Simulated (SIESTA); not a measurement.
The system is In3SbTe2, a slab with vacuum.

```xyz
12
Lattice="4.2356 0.0000 0.0000 0.0000 4.5852 0.0000 0.0000 0.0000 24.2516" Properties=species:S:1:pos:R:3 pbc="T T T"
Te    2.1178    0.0000   19.8327
Te    2.1178    0.0000   13.5388
Te    0.0000    2.2926   10.7127
Te    0.0000    2.2926    4.4189
Sb    0.0000    2.2926   16.6100
Sb    2.1178    0.0000    7.6416
In    0.0000    2.2926   13.6922
In    2.1178    0.0000   10.5594
In    0.0000    2.2926    7.4848
In    2.1178    0.0000    4.6731
In    0.0000    2.2926   19.5785
In    2.1178    0.0000   16.7668
```

| Item | Value |
| --- | --- |
| Program | SIESTA 5.4.2 |
| Task | single point |
| Functional | PBEsol |
| Potentials or basis | PseudoDojo 0.4 standard (PBEsol files) |
| Basis | DZP (energy shift 0.003 Ry; two zetas on semicore shells) |
| Grid cutoff | 500 Ry |
| Energy shift | 0.003 Ry |
| k mesh | 6 × 6 × 2 |
| Occupations | fermi-dirac, width 0.05 eV |
| Spin | no spin polarisation |

On this cell: largest force 0.093 eV/Å; band gap on the k mesh none (metal or under the smearing width).

The same run follows on a disturbed copy (atoms moved at random, drawn with an rms of 0.05 Å):

```xyz
12
Lattice="4.2356 0.0000 0.0000 0.0000 4.5852 0.0000 0.0000 0.0000 24.2516" Properties=species:S:1:pos:R:3 pbc="T T T"
Te    2.1708   -0.0012   19.8587
Te    2.0671    0.0178   13.5809
Te    0.0076    2.2772   10.7688
Te    0.0008    2.3015    4.4201
Sb    0.0488    2.2573   16.6360
Sb    2.1103   -0.0290    7.6972
In   -0.0113    2.2701   13.6767
In    2.1378   -0.0228   10.5614
In    0.0027    2.3521    7.5012
In    2.1533    0.0483    4.6819
In    0.0183    2.2627   19.5432
In    2.1145   -0.0116   16.8339
```

Problem. What changes?

Solution. The energy (extrapolated to zero smearing) moves by +2.8 meV/atom; largest force 0.354 eV/Å; band gap on the k mesh none (metal or under the smearing width).

Forces in eV/Å, atoms in the order of the input:
```
Te  -0.074 -0.047  0.095
Te   0.094 -0.091  0.042
Te  -0.018  0.012 -0.293
Te   0.055  0.011  0.028
Sb  -0.020  0.093 -0.329
Sb  -0.012  0.141 -0.246
In  -0.049  0.031  0.219
In   0.007  0.003  0.354
In  -0.006 -0.126 -0.037
In  -0.045 -0.007  0.145
In   0.026  0.034  0.116
In   0.044 -0.049 -0.092
```

Stress tensor (GPa, compression positive):
```
-1.05  0.00 -0.07
 0.00 -1.88 -0.03
-0.07 -0.03 -0.03
```

Caveats: the basis of atomic orbitals isn't converged, which shifts pressures, moduli and gaps.
